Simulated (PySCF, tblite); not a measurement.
**C3H11OSi2 radical, a small gas-phase stand-in for a defect centre (Si site with back bonds O[SiH3], C, C): EPR parameters**

What EPR parameters should one expect for `[CH2][Si](C)(C)O[SiH3]`? It is drawn as: carbon radical.

Programs: tblite 0.8.0 and PySCF 2.14.0. All values are calculated, for the isolated system unless a continuum is named. Atoms count from 0, parts from 1.

## 1. Starting point

17 atoms, charge 0, multiplicity 2; geometry: distance geometry start.

## 2. Relaxing the cluster with GFN2-xTB

What the job is given:

```
{"job": {"kind": "relax", "xc": "GFN2-xTB", "basis": "xTB"}, "charge": 0, "multiplicity": 2}
Si    -0.259649     0.112502     0.174497
O      1.328724     0.556210     0.565036
Si     2.545895    -0.404775    -0.160582
C     -0.956175     1.548219    -0.846148
C     -1.327233    -0.116121     1.667757
C     -0.350643    -1.413024    -0.875637
H      2.457169    -0.475954    -1.633222
H      2.593729    -1.778180     0.413252
H      3.844108     0.187991     0.211013
H     -0.470081     1.560200    -1.848523
H     -0.784020     2.444128    -0.260928
H     -2.053882     1.428544    -0.958859
H     -2.381900    -0.342719     1.347382
H     -1.013250    -1.039220     2.232646
H     -1.303862     0.748741     2.372775
H     -1.218781    -2.015435    -0.511216
H     -0.656689    -1.087397    -1.912109
```

Level: GFN2-xTB geometry optimisation, gas phase.

Command:

```bash
> OMP_NUM_THREADS=1 python cluster_run.py task.json out
```

This one command runs all jobs of the session in turn.

**Question.** The jobs that follow are: PBE0-D3(BJ)/def2-SVP geometry optimisation, gas phase; UKS B3LYP, IGLO-III on C O Si, pcH-1 on H, non-relativistic, mean-field spin-orbit, GIAO; UKS BHandHLYP, IGLO-III on C O Si, pcH-1 on H, non-relativistic, mean-field spin-orbit, GIAO. Predict: point group; rotational constants (main isotopes); g(iso) (B3LYP); ⟨S²⟩; largest a(iso).

**Answer**, as computed:

| quantity | value |
| --- | --- |
| point group | C1 |
| rotational constants (main isotopes) | 3.16, 1.31, 1.30 GHz |
| g(iso) (B3LYP) | 2.00263 |
| ⟨S²⟩ | 0.754 (exact 0.75) |
| largest a(iso) | 13C on C5, 74.3 MHz |

What this shows: The start of the PBE0/def2-SVP relaxation was shaken at random by about 0.01 Å, so part of the energy gained, and of the first lengths quoted, undoes that. Relaxing lowered the energy by 0.299 eV in 16 steps; the close pair that moved most is Si0–O1, from 1.607 to 1.673 Å (PBE0/def2-SVP). No frequency check was run at this level, so the end point may be a saddle. C5 carries the largest spin population, 1.06 e. The isotropic g lies 0.3 ppt above the free-electron value. The coupling of 13C on C5 runs from 74.3 (B3LYP/IGLO-III+pcH-1) to 95.4 MHz (BHandHLYP/IGLO-III+pcH-1). A capped cluster stands for the solid here, so long-range fields and strain are missing, and bands or shifts of the capping hydrogens have no counterpart in it.
